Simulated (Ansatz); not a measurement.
# SiH8N2F6: the cost of one run

Computed with Ansatz 0.2.0 (DFT r2SCAN, scalar-relativistic, plane waves, PAW, unless a step's input says otherwise).

### 1 The system as given

The structure is cubic, space group Fm-3m (No. 225). The conventional cell has a = 8.400 Å, b = 8.400 Å, c = 8.400 Å, α = 90.00°, β = 90.00°, γ = 90.00°. Around Si (site symmetry m-3m) lie 6 F at 1.69 Å. F (site symmetry 4mm) is surrounded by 1 Si at 1.69 Å. N (site symmetry -43m) is surrounded by 4 H at 1.03 Å. Around H (site symmetry 3m) lie 1 N at 1.03 Å.

Coordinates:

```cif
data_structure
_symmetry_space_group_name_H-M 'Fm-3m'
_symmetry_Int_Tables_number 225
_cell_length_a 8.4000
_cell_length_b 8.4000
_cell_length_c 8.4000
_cell_angle_alpha 90.000
_cell_angle_beta 90.000
_cell_angle_gamma 90.000
_cell_volume 592.70
loop_
_atom_site_label
_atom_site_type_symbol
_atom_site_symmetry_multiplicity
_atom_site_Wyckoff_symbol
_atom_site_fract_x
_atom_site_fract_y
_atom_site_fract_z
_atom_site_occupancy
Si1 Si 4 a 0.00000 0.00000 0.00000 1
F1 F 24 e 0.20150 0.00000 0.00000 1
N1 N 8 c 0.25000 0.75000 0.75000 1
H1 H 32 f 0.17920 0.67920 0.67920 1
```

### 2 Relaxing cell and atoms: SiH8N2F6, no spin

Input file input.yaml:

```yaml
crystal:
  lattice:
    - [0.0, 4.2, 4.2]
    - [4.2, 0.0, 4.2]
    - [4.2, 4.2, 0.0]
  atoms:
    - { symbol: Si, position: [0.0, 0.0, 0.0] }
    - { symbol: F, position: [0.7985, 0.2015, 0.2015] }
    - { symbol: F, position: [0.2015, 0.7985, 0.7985] }
    - { symbol: F, position: [0.2015, 0.7985, 0.2015] }
    - { symbol: F, position: [0.7985, 0.2015, 0.7985] }
    - { symbol: F, position: [0.2015, 0.2015, 0.7985] }
    - { symbol: F, position: [0.7985, 0.7985, 0.2015] }
    - { symbol: "N", position: [0.25, 0.25, 0.25] }
    - { symbol: "N", position: [0.75, 0.75, 0.75] }
    - { symbol: H, position: [0.1792, 0.1792, 0.1792] }
    - { symbol: H, position: [0.8208, 0.8208, 0.8208] }
    - { symbol: H, position: [0.4624, 0.1792, 0.1792] }
    - { symbol: H, position: [0.5376, 0.8208, 0.8208] }
    - { symbol: H, position: [0.1792, 0.4624, 0.1792] }
    - { symbol: H, position: [0.8208, 0.5376, 0.8208] }
    - { symbol: H, position: [0.1792, 0.1792, 0.4624] }
    - { symbol: H, position: [0.8208, 0.8208, 0.5376] }
scf:
  occupations: { method: fixed }
output:
  forces: true
  stress: true
  eigenvalues: true
  write_density: true
  write_potential: true
  elf: true
  volumetric_format: npy
kpoints:
  mp_grid: { grid: [6, 6, 6] }
hamiltonian:
  xc: r2scan
relax:
  f_tol: 0.01
  cell: { stress_tol: 0.1 }
```

Started as:

```
$ ansatz run input.yaml --threads 4 --pin off --max-ram 6144MiB --backend cpu --events-out ev --progress --plain --runs-dir out
```

**Question.** How long does this run take on 4 threads of Intel Xeon Platinum 8488C (Sapphire Rapids), shared host, and how much memory does it need?

About 17 s, with a peak of 1.1 GiB.
